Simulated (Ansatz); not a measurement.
**MoNH (septet): wB97M-V, B2PLYP over vertical spin and charge gaps, def2-QZVPP**

Aim: run MoNH (septet) with these functionals over vertical spin and charge gaps, and hold them against the top wave-function level at the same points.

The runs use Ansatz 0.2.0, Gaussian basis; def2-QZVPP, all electrons in the functionals, frozen cores in the correlation of double hybrids and RPA.

To be run: wB97M-V, B2PLYP, at charge 0, septet; charge 0, quintet; charge 0, nonet; charge 1, sextet; charge 1, octet.

### 1 The geometry

The geometry is a PBE0/def2-TZVP stationary point (not a proven minimum). No spin-orbit coupling is included. Elements past krypton take def2 core potentials.

3 atoms, charge 0, spin multiplicity 7.

Atoms are counted from 1 here; the program's logs count them from 0.

Bond lengths: Mo1–N2 2.057 Å, N2–H3 1.028 Å. Angles: Mo1–N2–H3 115.2°.

No dispersion term is added; wB97M-V holds VV10 nonlocal correlation.

The geometry shown and the zero of energy belong to the point charge 0, septet. The yardstick, UCCSD(T), and other wave-function levels (R restricted, U unrestricted, valence and pair active spaces) come from earlier runs.

### 2 wB97M-V, charge 0, septet

File in.yaml:

```yaml
crystal:
  periodic: [false, false, false]
  atoms:
    - {symbol: Mo, position_ang: [0.000000, 0.010781, 0.282315]}
    - {symbol: N, position_ang: [0.000000, -0.129244, -1.770393]}
    - {symbol: H, position_ang: [0.000000, 0.769802, -2.269895]}
basis:
  gaussian: {orbitals: "def2-QZVPP.json"}
magnetization: {spin_polarized: true, initial_magnetization: 6}
hamiltonian: {xc: {name: wB97M-V}}
output: {orbitals: {seedname: orbitals}}
```

Run with:

```sh
$ ansatz run in.yaml --threads 2 --pin off --events-out ev --progress --plain --max-ram 24576MiB --backend cuda --devices 0, --max-vram 18GiB
```

What it wrote, cut to the lines that bear on the results:

```text
Functional definition: wB97M-V
  name "wB97M-V"
  cite "Mardirossian & Head-Gordon, J. Chem. Phys. 144, 214110 (2016) doi:10.1063/1.4952647"
  cite "Becke, J. Chem. Phys. 107, 8554 (1997) doi:10.1063/1.475007"
  cite "Vydrov & Van Voorhis, J. Chem. Phys. 133, 244103 (2010) doi:10.1063/1.3521275"
  # Of w^i u^j: cxij and so on, Table III.
[...]
  gx(w, u) = 1 - cx + cx01*u + cx10*w
  gss(w, u) = css00 + css04*u^4 + css10*w + css20*w^2 + css43*w^4*u^3
  gos(w, u) = cos00 + cos10*w + (cos20 + cos21*u)*w^2 + (cos60 + cos61*u)*w^6
[...]
      + integral(e_c_pw_mod_opposite_spin*gos(b97_w_opposite, b97_u_opposite)) + vv10(b, c)
629 factors; their error is unknown
160 factors; integrals over basis functions are off by at most 4.9e-5 eV
[...]
mean field -3355.48781349 eV, -123.3119027146 hartree, gradient 2.3e-5 eV, S^2 12.009993; 3 other end points of the search recorded, 0 dependent functions left out
reference -3355.48786681 eV, -123.3119046737 hartree; 14, 8 occupied and 154, 160 virtual orbitals, 629 factors
Total energy: -3355.48786681 eV, -123.3119046737 hartree
```

Run time: 13 s. Hardware: 1 × H100 (card shared with other runs) with 2 threads of AMD EPYC 7R13, shared host; peak host memory 0.95 GiB.

From the report: ⟨S²⟩ of the determinant 12.010 (pure septet: 12.00).

### 3 wB97M-V, charge 0, quintet

Changes to in.yaml since step 2:

```diff
@@ -8,3 +8,3 @@
   gaussian: {orbitals: "def2-QZVPP.json"}
-magnetization: {spin_polarized: true, initial_magnetization: 6}
+magnetization: {spin_polarized: true, initial_magnetization: 4}
 hamiltonian: {xc: {name: wB97M-V}}
```

Launched as before.

What it wrote, cut to the lines that bear on the results:

```text
Functional definition: wB97M-V
  name "wB97M-V"
  cite "Mardirossian & Head-Gordon, J. Chem. Phys. 144, 214110 (2016) doi:10.1063/1.4952647"
  cite "Becke, J. Chem. Phys. 107, 8554 (1997) doi:10.1063/1.475007"
  cite "Vydrov & Van Voorhis, J. Chem. Phys. 133, 244103 (2010) doi:10.1063/1.3521275"
  # Of w^i u^j: cxij and so on, Table III.
[...]
  gx(w, u) = 1 - cx + cx01*u + cx10*w
  gss(w, u) = css00 + css04*u^4 + css10*w + css20*w^2 + css43*w^4*u^3
  gos(w, u) = cos00 + cos10*w + (cos20 + cos21*u)*w^2 + (cos60 + cos61*u)*w^6
[...]
      + integral(e_c_pw_mod_opposite_spin*gos(b97_w_opposite, b97_u_opposite)) + vv10(b, c)
629 factors; their error is unknown
160 factors; integrals over basis functions are off by at most 4.9e-5 eV
[...]
mean field -3356.41854079 eV, -123.3461063119 hartree, gradient 4.5e-5 eV, S^2 6.628957; 7 other end points of the search recorded, 0 dependent functions left out
reference -3356.41859279 eV, -123.3461082227 hartree; 13, 9 occupied and 155, 159 virtual orbitals, 629 factors
Total energy: -3356.41859279 eV, -123.3461082227 hartree
```

It took 16 s on 1 × H100 (card shared with other runs) with 2 threads of AMD EPYC 7R13, shared host; peak host memory 0.94 GiB.

From the report: ⟨S²⟩ of the determinant 6.629 (pure quintet: 6.00). The determinant of wB97M-V (⟨S²⟩ 6.63) is far from a pure spin state, so its energy mixes those of several spin states; that is harmless only where they are near-degenerate.

From charge 0, septet: -89.8 kJ/mol.

### 4 wB97M-V, charge 0, nonet

Changes to in.yaml since step 3:

```diff
@@ -8,3 +8,3 @@
   gaussian: {orbitals: "def2-QZVPP.json"}
-magnetization: {spin_polarized: true, initial_magnetization: 4}
+magnetization: {spin_polarized: true, initial_magnetization: 8}
 hamiltonian: {xc: {name: wB97M-V}}
```

The command is unchanged.

What it wrote, cut to the lines that bear on the results:

```text
Functional definition: wB97M-V
  name "wB97M-V"
  cite "Mardirossian & Head-Gordon, J. Chem. Phys. 144, 214110 (2016) doi:10.1063/1.4952647"
  cite "Becke, J. Chem. Phys. 107, 8554 (1997) doi:10.1063/1.475007"
  cite "Vydrov & Van Voorhis, J. Chem. Phys. 133, 244103 (2010) doi:10.1063/1.3521275"
  # Of w^i u^j: cxij and so on, Table III.
[...]
  gx(w, u) = 1 - cx + cx01*u + cx10*w
  gss(w, u) = css00 + css04*u^4 + css10*w + css20*w^2 + css43*w^4*u^3
  gos(w, u) = cos00 + cos10*w + (cos20 + cos21*u)*w^2 + (cos60 + cos61*u)*w^6
[...]
      + integral(e_c_pw_mod_opposite_spin*gos(b97_w_opposite, b97_u_opposite)) + vv10(b, c)
629 factors; their error is unknown
160 factors; integrals over basis functions are off by at most 4.9e-5 eV
[...]
mean field -3351.91278001 eV, -123.1805226574 hartree, gradient 5.4e-5 eV, S^2 20.005456; 3 other end points of the search recorded, 0 dependent functions left out
reference -3351.91282523 eV, -123.1805243190 hartree; 15, 7 occupied and 153, 161 virtual orbitals, 629 factors
Total energy: -3351.91282523 eV, -123.1805243190 hartree
```

It took 16 s on 1 × H100 (card shared with other runs) with 2 threads of AMD EPYC 7R13, shared host; peak host memory 0.92 GiB.

From the report: ⟨S²⟩ of the determinant 20.005 (pure nonet: 20.00).

From charge 0, septet: +344.9 kJ/mol.

### 5 wB97M-V, charge 1, sextet

Changes to in.yaml since step 4:

```diff
@@ -8,3 +8,4 @@
   gaussian: {orbitals: "def2-QZVPP.json"}
-magnetization: {spin_polarized: true, initial_magnetization: 8}
+total_charge: 1
+magnetization: {spin_polarized: true, initial_magnetization: 5}
 hamiltonian: {xc: {name: wB97M-V}}
```

Launched as before.

What it wrote, cut to the lines that bear on the results:

```text
Functional definition: wB97M-V
  name "wB97M-V"
  cite "Mardirossian & Head-Gordon, J. Chem. Phys. 144, 214110 (2016) doi:10.1063/1.4952647"
  cite "Becke, J. Chem. Phys. 107, 8554 (1997) doi:10.1063/1.475007"
  cite "Vydrov & Van Voorhis, J. Chem. Phys. 133, 244103 (2010) doi:10.1063/1.3521275"
  # Of w^i u^j: cxij and so on, Table III.
[...]
  gx(w, u) = 1 - cx + cx01*u + cx10*w
  gss(w, u) = css00 + css04*u^4 + css10*w + css20*w^2 + css43*w^4*u^3
  gos(w, u) = cos00 + cos10*w + (cos20 + cos21*u)*w^2 + (cos60 + cos61*u)*w^6
[...]
      + integral(e_c_pw_mod_opposite_spin*gos(b97_w_opposite, b97_u_opposite)) + vv10(b, c)
629 factors; their error is unknown
160 factors; integrals over basis functions are off by at most 4.9e-5 eV
[...]
mean field -3347.90827406 eV, -123.0333597781 hartree, gradient 6.5e-6 eV, S^2 8.784407; 5 other end points of the search recorded, 0 dependent functions left out
reference -3347.90831600 eV, -123.0333613192 hartree; 13, 8 occupied and 155, 160 virtual orbitals, 629 factors
Total energy: -3347.90831600 eV, -123.0333613192 hartree
```

It took 13 s on 1 × H100 (card shared with other runs) with 2 threads of AMD EPYC 7R13, shared host; peak host memory 0.95 GiB.

From the report: ⟨S²⟩ of the determinant 8.784 (pure sextet: 8.75).

From charge 0, septet: +731.3 kJ/mol.

### 6 wB97M-V, charge 1, octet

Changes to in.yaml since step 5:

```diff
@@ -9,3 +9,3 @@
 total_charge: 1
-magnetization: {spin_polarized: true, initial_magnetization: 5}
+magnetization: {spin_polarized: true, initial_magnetization: 7}
 hamiltonian: {xc: {name: wB97M-V}}
```

Same command.

What it wrote, cut to the lines that bear on the results:

```text
Functional definition: wB97M-V
  name "wB97M-V"
  cite "Mardirossian & Head-Gordon, J. Chem. Phys. 144, 214110 (2016) doi:10.1063/1.4952647"
  cite "Becke, J. Chem. Phys. 107, 8554 (1997) doi:10.1063/1.475007"
  cite "Vydrov & Van Voorhis, J. Chem. Phys. 133, 244103 (2010) doi:10.1063/1.3521275"
  # Of w^i u^j: cxij and so on, Table III.
[...]
  gx(w, u) = 1 - cx + cx01*u + cx10*w
  gss(w, u) = css00 + css04*u^4 + css10*w + css20*w^2 + css43*w^4*u^3
  gos(w, u) = cos00 + cos10*w + (cos20 + cos21*u)*w^2 + (cos60 + cos61*u)*w^6
[...]
      + integral(e_c_pw_mod_opposite_spin*gos(b97_w_opposite, b97_u_opposite)) + vv10(b, c)
629 factors; their error is unknown
160 factors; integrals over basis functions are off by at most 4.9e-5 eV
[...]
mean field -3346.69071537 eV, -122.9886153213 hartree, gradient 8.9e-5 eV, S^2 15.755421; 0 other end points of the search recorded, 0 dependent functions left out
reference -3346.69076210 eV, -122.9886170388 hartree; 14, 7 occupied and 154, 161 virtual orbitals, 629 factors
Total energy: -3346.69076210 eV, -122.9886170388 hartree
```

Wall time 11 s (1 × H100 (card shared with other runs) with 2 threads of AMD EPYC 7R13, shared host); peak host memory 0.92 GiB.

From the report: ⟨S²⟩ of the determinant 15.755 (pure octet: 15.75).

From charge 0, septet: +848.8 kJ/mol.

### 7 B2PLYP, charge 0, septet

File in.yaml:

```yaml
crystal:
  periodic: [false, false, false]
  atoms:
    - {symbol: Mo, position_ang: [0.000000, 0.010781, 0.282315]}
    - {symbol: N, position_ang: [0.000000, -0.129244, -1.770393]}
    - {symbol: H, position_ang: [0.000000, 0.769802, -2.269895]}
basis:
  gaussian: {orbitals: "def2-QZVPP.json"}
magnetization: {spin_polarized: true, initial_magnetization: 6}
hamiltonian: {xc: {name: B2PLYP}}
correlation: {electrons: outside_noble_gas}
```

Same command.

What it wrote, cut to the lines that bear on the results:

```text
Functional definition: B2PLYP
  name "B2PLYP"
  cite "Grimme, J. Chem. Phys. 124, 034108 (2006) doi:10.1063/1.2148954"
  cite "Becke, Phys. Rev. A 38, 3098 (1988) doi:10.1103/PhysRevA.38.3098"
  cite "Lee, Yang & Parr, Phys. Rev. B 37, 785 (1988) doi:10.1103/PhysRevB.37.785"
[...]
1074 factors; integrals over basis functions are off by at most 1.0e-3 eV
[...]
mean field -3350.00587652 eV, -123.1104452465 hartree, gradient 3.6e-6 eV, S^2 12.014594; 2 other end points of the search recorded, 0 dependent functions left out
5 core orbitals not correlated: weight in the atoms' cores, before any rotation towards them, 0.998 or more for the frozen orbitals, at most 0.001 for the correlated occupied ones
reference -3350.00600889 eV, -123.1104501110 hartree; 9, 3 occupied and 154, 160 virtual orbitals, 1074 factors
second order -9.88433926 eV of doubles, -0.00000000 eV of singles
Total energy: -3352.67478049 eV, -123.2085256584 hartree
```

It took 11 s on 1 × H100 (card shared with other runs) with 2 threads of AMD EPYC 7R13, shared host; peak host memory 0.93 GiB.

From the report: ⟨S²⟩ of the determinant 12.015 (pure septet: 12.00).

### 8 B2PLYP, charge 0, quintet

Changes to in.yaml since step 7:

```diff
@@ -8,3 +8,3 @@
   gaussian: {orbitals: "def2-QZVPP.json"}
-magnetization: {spin_polarized: true, initial_magnetization: 6}
+magnetization: {spin_polarized: true, initial_magnetization: 4}
 hamiltonian: {xc: {name: B2PLYP}}
```

Launched as before.

What it wrote, cut to the lines that bear on the results:

```text
Functional definition: B2PLYP
  name "B2PLYP"
  cite "Grimme, J. Chem. Phys. 124, 034108 (2006) doi:10.1063/1.2148954"
  cite "Becke, Phys. Rev. A 38, 3098 (1988) doi:10.1103/PhysRevA.38.3098"
  cite "Lee, Yang & Parr, Phys. Rev. B 37, 785 (1988) doi:10.1103/PhysRevB.37.785"
[...]
1074 factors; integrals over basis functions are off by at most 1.0e-3 eV
[...]
mean field -3350.76754843 eV, -123.1384361730 hartree, gradient 3.7e-6 eV, S^2 6.808905; 9 other end points of the search recorded, 0 dependent functions left out
5 core orbitals not correlated: weight in the atoms' cores, before any rotation towards them, 0.998 or more for the frozen orbitals, at most 0.001 for the correlated occupied ones
reference -3350.76768008 eV, -123.1384410110 hartree; 8, 4 occupied and 155, 159 virtual orbitals, 1074 factors
second order -10.70976609 eV of doubles, -0.00000000 eV of singles
Total energy: -3353.65931692 eV, -123.2447067050 hartree
```

Wall time 18 s (1 × H100 (card shared with other runs) with 2 threads of AMD EPYC 7R13, shared host); peak host memory 0.94 GiB.

From the report: ⟨S²⟩ of the determinant 6.809 (pure quintet: 6.00). The determinant of B2PLYP (⟨S²⟩ 6.81) is far from a pure spin state, so its energy mixes those of several spin states; that is harmless only where they are near-degenerate.

From charge 0, septet: -95.0 kJ/mol.

### 9 B2PLYP, charge 0, nonet

Changes to in.yaml since step 8:

```diff
@@ -8,3 +8,3 @@
   gaussian: {orbitals: "def2-QZVPP.json"}
-magnetization: {spin_polarized: true, initial_magnetization: 4}
+magnetization: {spin_polarized: true, initial_magnetization: 8}
 hamiltonian: {xc: {name: B2PLYP}}
```

The command is unchanged.

What it wrote, cut to the lines that bear on the results:

```text
Functional definition: B2PLYP
  name "B2PLYP"
  cite "Grimme, J. Chem. Phys. 124, 034108 (2006) doi:10.1063/1.2148954"
  cite "Becke, Phys. Rev. A 38, 3098 (1988) doi:10.1103/PhysRevA.38.3098"
  cite "Lee, Yang & Parr, Phys. Rev. B 37, 785 (1988) doi:10.1103/PhysRevB.37.785"
[...]
1074 factors; integrals over basis functions are off by at most 1.0e-3 eV
[...]
mean field -3346.81372458 eV, -122.9931358266 hartree, gradient 7.7e-6 eV, S^2 20.007548; 2 other end points of the search recorded, 0 dependent functions left out
5 core orbitals not correlated: weight in the atoms' cores, before any rotation towards them, 0.997 or more for the frozen orbitals, at most 0.002 for the correlated occupied ones
reference -3346.81386132 eV, -122.9931408515 hartree; 10, 2 occupied and 153, 161 virtual orbitals, 1074 factors
second order -7.90481338 eV of doubles, -0.00000000 eV of singles
Total energy: -3348.94816093 eV, -123.0715749156 hartree
```

It took 17 s on 1 × H100 (card shared with other runs) with 2 threads of AMD EPYC 7R13, shared host; peak host memory 0.93 GiB.

From the report: ⟨S²⟩ of the determinant 20.008 (pure nonet: 20.00).

From charge 0, septet: +359.6 kJ/mol.

### 10 B2PLYP, charge 1, sextet

Changes to in.yaml since step 9:

```diff
@@ -8,3 +8,4 @@
   gaussian: {orbitals: "def2-QZVPP.json"}
-magnetization: {spin_polarized: true, initial_magnetization: 8}
+total_charge: 1
+magnetization: {spin_polarized: true, initial_magnetization: 5}
 hamiltonian: {xc: {name: B2PLYP}}
```

Same command.

What it wrote, cut to the lines that bear on the results:

```text
Functional definition: B2PLYP
  name "B2PLYP"
  cite "Grimme, J. Chem. Phys. 124, 034108 (2006) doi:10.1063/1.2148954"
  cite "Becke, Phys. Rev. A 38, 3098 (1988) doi:10.1103/PhysRevA.38.3098"
  cite "Lee, Yang & Parr, Phys. Rev. B 37, 785 (1988) doi:10.1103/PhysRevB.37.785"
[...]
1074 factors; integrals over basis functions are off by at most 1.0e-3 eV
[...]
mean field -3342.64537947 eV, -122.8399519690 hartree, gradient 4.2e-6 eV, S^2 8.807252; 8 other end points of the search recorded, 0 dependent functions left out
5 core orbitals not correlated: weight in the atoms' cores, before any rotation towards them, 0.998 or more for the frozen orbitals, at most 0.001 for the correlated occupied ones
reference -3342.64550746 eV, -122.8399566726 hartree; 8, 3 occupied and 155, 160 virtual orbitals, 1074 factors
second order -9.36977701 eV of doubles, -0.00000000 eV of singles
Total energy: -3345.17534725 eV, -122.9329265703 hartree
```

Wall time 11 s (1 × H100 (card shared with other runs) with 2 threads of AMD EPYC 7R13, shared host); peak host memory 0.94 GiB.

From the report: ⟨S²⟩ of the determinant 8.807 (pure sextet: 8.75).

From charge 0, septet: +723.6 kJ/mol.

### 11 B2PLYP, charge 1, octet

Changes to in.yaml since step 10:

```diff
@@ -9,3 +9,3 @@
 total_charge: 1
-magnetization: {spin_polarized: true, initial_magnetization: 5}
+magnetization: {spin_polarized: true, initial_magnetization: 7}
 hamiltonian: {xc: {name: B2PLYP}}
```

Same command.

What it wrote, cut to the lines that bear on the results:

```text
Functional definition: B2PLYP
  name "B2PLYP"
  cite "Grimme, J. Chem. Phys. 124, 034108 (2006) doi:10.1063/1.2148954"
  cite "Becke, Phys. Rev. A 38, 3098 (1988) doi:10.1103/PhysRevA.38.3098"
  cite "Lee, Yang & Parr, Phys. Rev. B 37, 785 (1988) doi:10.1103/PhysRevB.37.785"
[...]
1074 factors; integrals over basis functions are off by at most 1.0e-3 eV
[...]
mean field -3341.81069338 eV, -122.8092778209 hartree, gradient 8.2e-6 eV, S^2 15.757586; 0 other end points of the search recorded, 0 dependent functions left out
5 core orbitals not correlated: weight in the atoms' cores, before any rotation towards them, 0.998 or more for the frozen orbitals, at most 0.001 for the correlated occupied ones
reference -3341.81082132 eV, -122.8092825229 hartree; 9, 2 occupied and 154, 161 virtual orbitals, 1074 factors
second order -7.24364067 eV of doubles, -0.00000000 eV of singles
Total energy: -3343.76660431 eV, -122.8811562218 hartree
```

Wall time 11 s (1 × H100 (card shared with other runs) with 2 threads of AMD EPYC 7R13, shared host); peak host memory 0.94 GiB.

From the report: ⟨S²⟩ of the determinant 15.758 (pure octet: 15.75).

From charge 0, septet: +859.5 kJ/mol.

### 12 Against the wave-function levels

No level is safe as a reference over these points; UCCSD(T) serves as a yardstick only. It comes from earlier runs at the same points. Energies in kJ/mol, counted from charge 0, septet; blanks weren't run or aren't comparable.

```csv
level,septet to quintet,septet to nonet,ionisation to the sextet cation,ionisation to the octet cation
UCCSD(T),-104.0,331.0,719.9,839.8
wB97M-V,-89.8,344.9,731.3,848.8
B2PLYP,-95.0,359.6,723.6,859.5
```

Largest miss and mean time a point (UCCSD(T) took 26 s a point; shared hosts):

```csv
level,largest miss (kJ/mol),where,time a point
wB97M-V,+14.2,septet to quintet,14 s
B2PLYP,+28.5,septet to nonet,13 s
```

### 13 Outcome

| quantity | value |
| --- | --- |
| septet to quintet, UCCSD(T) | -104.0 kJ/mol |
| septet to nonet, UCCSD(T) | 331.0 kJ/mol |
| ionisation to the sextet cation, UCCSD(T) | 719.9 kJ/mol |
| ionisation to the octet cation, UCCSD(T) | 839.8 kJ/mol |
| largest miss, wB97M-V | +14.2 kJ/mol (septet to quintet) |
| largest miss, B2PLYP | +28.5 kJ/mol (septet to nonet) |

What this shows: Of the functionals, wB97M-V keep the smallest largest miss at the points compared (at most 14.2 kJ/mol) and B2PLYP strays most (28.5 kJ/mol, at septet to nonet). wB97M-V, B2PLYP clearly break the spin symmetry at some points (⟨S²⟩ up to 0.81 above the pure value), so energy there is bought with a mixed spin. Functionals and the yardstick converge differently with the basis, so part of each miss in def2-QZVPP is the basis. The yardstick itself may be off where one determinant is a poor start.
